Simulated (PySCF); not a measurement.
# UCCSD(T)/STO-6G run of SiClF2 (SMILES F[Si](F)Cl)

Aim: the energy change on altering one bond length of SiClF2 at UCCSD(T)/STO-6G, from 2 runs. The job is set up through a Python script.

The calculation is run with PySCF 2.14.0.

9 further runs of the same task are left out: 1 that didn't finish, 8 set aside as unsound or not needed.

### 1 Starting point

SiClF2: 4 atoms, total charge 0, spin state doublet. As SMILES, `F[Si](F)Cl`. The coordinates come from a PBE0-D4/def2-TZVP relaxation.

Bond lengths: F1–Si2 1.585 Å, Si2–F3 1.585 Å, Si2–Cl4 2.036 Å. Angles: F1–Si2–F3 107.0°, F1–Si2–Cl4 108.9°, F3–Si2–Cl4 108.9°.

### 2 A single-point energy at UCCSD(T)/STO-6G

Contents of input.py:

```python
# F[Si](F)Cl
from pyscf import gto, scf, cc

molecule = gto.M(
    atom='F 1.308200 0.129000 0.798000; Si 0.221200 -0.316500 -0.265700; F -0.871800 -1.157400 0.514900; Cl -0.657600 1.344900 -1.047300',
    verbose=3,
    charge=0,
    spin=1,
    max_memory=1860,
    basis='sto-6g',
)

mf = scf.UHF(molecule)
mf.conv_tol = 1e-10
mf.kernel()
if not mf.converged:
    mf = mf.newton().run(mf.mo_coeff, mf.mo_occ)

mycc = cc.CCSD(mf, frozen=12)
mycc.kernel()
e_t = mycc.ccsd_t()
e_tot = mycc.e_tot + e_t
print('Final energy', e_tot)
```

On the command line:

```bash
OMP_NUM_THREADS=1 python input.py
```

Log:

```text
converged SCF energy = -943.855559250877  <S^2> = 0.75545726  2S+1 = 2.0054498
E(UCCSD) = -943.9288632303454  E_corr = -0.07330397946836426
UCCSD(T) correction = -0.00545134130598661
Final energy -943.9343145716514
```

It took 1.5 s on 1 thread of Arm Neoverse V1, shared host; peak memory 0.11 GiB.

### 3 The distorted shape, same level

Contents of calc.py:

```python
from pyscf import gto, cc

molecule = gto.M(
    atom=[
    ('F', (1.851731, 0.351763, 1.329880)),
    ('Si', (0.221200, -0.316500, -0.265700)),
    ('F', (-0.871800, -1.157400, 0.514900)),
    ('Cl', (-0.657600, 1.344900, -1.047300)),
],
    spin=1,
    max_memory=1860,
    basis='sto-6g',
    verbose=4,
)

mf = molecule.UHF()
mf.conv_tol = 1e-10
mf.kernel()
if not mf.converged:
    mf = mf.newton().run(mf.mo_coeff, mf.mo_occ)

mycc = cc.CCSD(mf, frozen=12)
mycc.kernel()
e_t = mycc.ccsd_t()
e_final = mycc.e_tot + e_t
print(f'total energy: {e_final:.8f} hartree')
```

On the command line:

```bash
OMP_NUM_THREADS=1 python calc.py
```

Log:

```text
PySCF version 2.14.0

[INPUT] num. atoms = 4
[INPUT] num. electrons = 49
[INPUT] charge = 0
[INPUT] spin (= nelec alpha-beta = 2S) = 1
[INPUT] symmetry False subgroup None
[INPUT] Mole.unit = angstrom
[INPUT] Symbol           X                Y                Z      unit          X                Y                Z       unit  Magmom
[INPUT]  1 F      1.851731000000   0.351763000000   1.329880000000 AA    3.499264446367   0.664735730755   2.513108978537 Bohr   0.0
[INPUT]  2 Si     0.221200000000  -0.316500000000  -0.265700000000 AA    0.418007418754  -0.598098318425  -0.502100231297 Bohr   0.0
[INPUT]  3 F     -0.871800000000  -1.157400000000   0.514900000000 AA   -1.647463235396  -2.187169016572   0.973019981539 Bohr   0.0
[INPUT]  4 Cl    -0.657600000000   1.344900000000  -1.047300000000 AA   -1.242683899514   2.541492664928  -1.979110170257 Bohr   0.0

[... 140 lines left out ...]
converged SCF energy = -943.788224742956  <S^2> = 0.8812837  2S+1 = 2.1272364
[... 12 lines left out ...]
Init t2, MP2 energy = -0.0510653115595801
[... 41 lines left out ...]
UCCSD converged
[... 2 lines left out ...]
total energy: -943.86154668 hartree
```

It took 1.9 s on 1 thread of Arm Neoverse V1, shared host; peak memory 0.12 GiB.

### 4 What came out

At UCCSD(T)/STO-6G, 12 core orbitals frozen:

| quantity | value |
| --- | --- |
| first shape: total energy | -943.93431 Eh |
| first shape: dipole moment (Hartree–Fock density) | 2.77 D |
| first shape: HOMO energy (Hartree–Fock orbitals) (highest over α and β) | -7.84 eV |
| first shape: LUMO energy (Hartree–Fock orbitals) (lowest over α and β) | 4.02 eV |
| first shape: correlation energy (12 core orbitals frozen) | -78.8 mEh |
| first shape: (T) correction | -5.45 mEh |
| first shape: ⟨S²⟩ of the reference determinant | 0.755 |
| first shape: T1 diagnostic | 0.014 |
| distorted shape: total energy | -943.86155 Eh |
| distorted shape: dipole moment (Hartree–Fock density) | 2.53 D |
| distorted shape: HOMO energy (Hartree–Fock orbitals) (highest over α and β) | -7.51 eV |
| distorted shape: LUMO energy (Hartree–Fock orbitals) (lowest over α and β) | 4.84 eV |
| distorted shape: correlation energy (12 core orbitals frozen) | -73.3 mEh |
| distorted shape: (T) correction | -5.89 mEh |
| distorted shape: ⟨S²⟩ of the reference determinant | 0.881 |
| distorted shape: T1 diagnostic | 0.022 |
| energy change with the F1–Si2 bond stretched from 1.585 to 2.377 Å | 1.980 eV |

In words: With the F1–Si2 bond stretched from 1.585 to 2.377 Å the energy rises by 1.98 eV (191 kJ/mol). The first shape isn't relaxed at this level, so the change isn't measured from a minimum. The minimal basis adds a large error of its own. Mulliken charges (first shape) of the mean-field density run from -0.41 on Cl4 to +1.06 on Si2; they depend strongly on the basis. The triples (first shape) make up 6.9 % of the correlation energy. ⟨S²⟩ (distorted shape) is 0.88 where a pure doublet has 0.75: the reference is spin-contaminated. The triples (distorted shape) make up 8.0 % of the correlation energy.
